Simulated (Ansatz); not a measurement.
# F₂H₄O₂Si₂: basis-set convergence

One table from this session's results is given with a row withheld; the runs are named, their logs left out.

Computed with Ansatz 0.2.0, Gaussian basis. Level: one geometry, several basis sets.

The runs, in order: PBE0-D4/def2-SVP; ωB97M-V/def2-SVP; PBE0-D4/def2-QZVPP; ωB97M-V/def2-QZVPP; the functionals' def2-TZVPP values are taken from earlier runs.

### The relaxed structure

An earlier PBE0-D4 in a triple-zeta def2 set relaxation fixed the geometry.

SMILES `O[SiH](F)O[SiH2]F`, 10 atoms, charge 0, spin multiplicity 1.

Atoms are counted from 1 here; the program's logs count them from 0.

Bond lengths: O1–Si2 1.618 Å, O1–H7 0.958 Å, Si2–F3 1.591 Å, Si2–O4 1.622 Å, Si2–H8 1.465 Å, O4–Si5 1.622 Å, Si5–F6 1.592 Å, Si5–H9 1.478 Å, Si5–H10 1.476 Å. Angles: Si2–O1–H7 120.2°, O1–Si2–F3 110.6°, O1–Si2–O4 111.0°, O1–Si2–H8 107.6°, F3–Si2–O4 106.8°, F3–Si2–H8 109.0°, O4–Si2–H8 111.9°, Si2–O4–Si5 150.9°, O4–Si5–F6 109.2°, O4–Si5–H9 110.4°, O4–Si5–H10 108.4°, F6–Si5–H9 107.6°, F6–Si5–H10 107.9°, H9–Si5–H10 113.3°.

Set-up of the first run:

File in.yaml:

```yaml
crystal:
  periodic: [false, false, false]
  atoms:
    - {symbol: O, position_ang: [-1.492679, -1.073703, 1.742245]}
    - {symbol: Si, position_ang: [-0.408352, 0.033144, 1.274941]}
    - {symbol: F, position_ang: [-1.082512, 1.471553, 1.182658]}
    - {symbol: O, position_ang: [0.171587, -0.308089, -0.200846]}
    - {symbol: Si, position_ang: [0.907289, 0.142929, -1.574201]}
    - {symbol: F, position_ang: [2.305510, 0.818707, -1.221931]}
    - {symbol: H, position_ang: [-2.239327, -1.284748, 1.180220]}
    - {symbol: H, position_ang: [0.653041, 0.066862, 2.284292]}
    - {symbol: H, position_ang: [0.092639, 1.148435, -2.287459]}
    - {symbol: H, position_ang: [1.175903, -1.066288, -2.376819]}
basis:
  gaussian: {orbitals: def2-SVP}
hamiltonian: {xc: pbe0, dispersion: d4}
output: {orbitals: {seedname: orbitals}}
```

Started as:

```
$ ansatz run in.yaml --threads 4 --pin off --events-out ev --progress --plain --max-ram 10444MiB
```

Steps of the session up to this table: PBE0-D4 in def2-SVP; ωB97M-V in def2-SVP; PBE0-D4 in def2-QZVPP; ωB97M-V in def2-QZVPP.

One table of the session follows, with a row left open; its other results are not shown here.

```
functional       basis  HOMO (eV)  LUMO (eV)
   PBE0-D4    def2-SVP      -9.27       1.06
   PBE0-D4  def2-TZVPP      -9.37       0.38
   PBE0-D4  def2-QZVPP      -9.40       0.07
   ωB97M-V    def2-SVP     -11.52       2.87
   ωB97M-V  def2-TZVPP     -11.67       1.90
   ωB97M-V  def2-QZVPP          ?          ?
```

Q: Estimate the row for ωB97M-V, def2-QZVPP from the others.

The run gave: HOMO (eV): -11.70; LUMO (eV): 1.30. In the column «HOMO (eV)» it is the lowest.
